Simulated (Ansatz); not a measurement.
# C₃H₈SSi: how energies converge with the basis set

Aim: see how fast density functionals converge with the basis set for C₃H₈SSi.

Computed with Ansatz 0.2.0, Gaussian basis. Level: one geometry, several basis sets.

Plan: PBE0-D4/def2-SVP; ωB97M-V/def2-SVP; PBE0-D4/def2-QZVPP; ωB97M-V/def2-QZVPP; the functionals' def2-TZVPP values are taken from earlier runs.

**1. The geometry**

All runs share one geometry, relaxed beforehand with PBE0-D4 in a triple-zeta def2 set.

SMILES `C=CCS[SiH3]`, 13 atoms, charge 0, spin multiplicity 1.

Atoms are counted from 1 here; the program's logs count them from 0.

Bond lengths: C1–C2 1.326 Å, C1–H6 1.086 Å, C1–H7 1.083 Å, C2–C3 1.485 Å, C2–H8 1.087 Å, C3–S4 1.834 Å, C3–H9 1.091 Å, C3–H10 1.093 Å, S4–Si5 2.131 Å, Si5–H11 1.484 Å, Si5–H12 1.484 Å, Si5–H13 1.487 Å. Angles: C2–C1–H6 121.4°, C2–C1–H7 121.5°, H6–C1–H7 117.1°, C1–C2–C3 123.9°, C1–C2–H8 120.0°, C3–C2–H8 116.0°, C2–C3–S4 112.5°, C2–C3–H9 111.4°, C2–C3–H10 111.3°, S4–C3–H9 109.1°, S4–C3–H10 104.0°, H9–C3–H10 108.3°, C3–S4–Si5 100.3°, S4–Si5–H11 113.6°, S4–Si5–H12 104.7°, S4–Si5–H13 110.1°, H11–Si5–H12 109.3°, H11–Si5–H13 108.8° and more.

**2. PBE0-D4 in def2-SVP**

The input, in.yaml:

```yaml
crystal:
  periodic: [false, false, false]
  atoms:
    - {symbol: C, position_ang: [-1.455552, -0.720521, 0.977493]}
    - {symbol: C, position_ang: [-0.263193, -1.160192, 0.597743]}
    - {symbol: C, position_ang: [1.008535, -0.441530, 0.864860]}
    - {symbol: S, position_ang: [1.860188, 0.072401, -0.675549]}
    - {symbol: Si, position_ang: [0.343423, 1.277319, -1.564232]}
    - {symbol: H, position_ang: [-1.567101, 0.205045, 1.533708]}
    - {symbol: H, position_ang: [-2.360410, -1.270054, 0.747104]}
    - {symbol: H, position_ang: [-0.179102, -2.083125, 0.029582]}
    - {symbol: H, position_ang: [0.845305, 0.436407, 1.492243]}
    - {symbol: H, position_ang: [1.733810, -1.089064, 1.363728]}
    - {symbol: H, position_ang: [-0.772054, 0.493052, -2.150844]}
    - {symbol: H, position_ang: [1.039001, 2.023725, -2.642410]}
    - {symbol: H, position_ang: [-0.212450, 2.221736, -0.558626]}
basis:
  gaussian: {orbitals: def2-SVP}
hamiltonian: {xc: pbe0, dispersion: d4}
output: {orbitals: {seedname: orbitals}}
```

On the command line:

```
$ ansatz run in.yaml --threads 4 --pin off --events-out ev --progress --plain --max-ram 10444MiB
```

Further steps of the session: ωB97M-V in def2-SVP; PBE0-D4 in def2-QZVPP; ωB97M-V in def2-QZVPP.

Q: Predict the results of all the runs planned. Wanted: PBE0-D4: double and triple zeta above quadruple; ωB97M-V: double and triple zeta above quadruple.

**Answer**, as computed:

```
                                       quantity           value
PBE0-D4: double and triple zeta above quadruple  10.86, 0.78 eV
ωB97M-V: double and triple zeta above quadruple  11.04, 0.74 eV
```

What this shows: PBE0-D4 gains 10.08 eV from double to triple zeta, then 0.78 eV more. Total energies overstate the basis error of differences, where much of it tends to cancel. The LUMO of ωB97M-V is positive and keeps falling with the basis (2.12 to 1.41 eV): an unbound level that the basis holds in place.
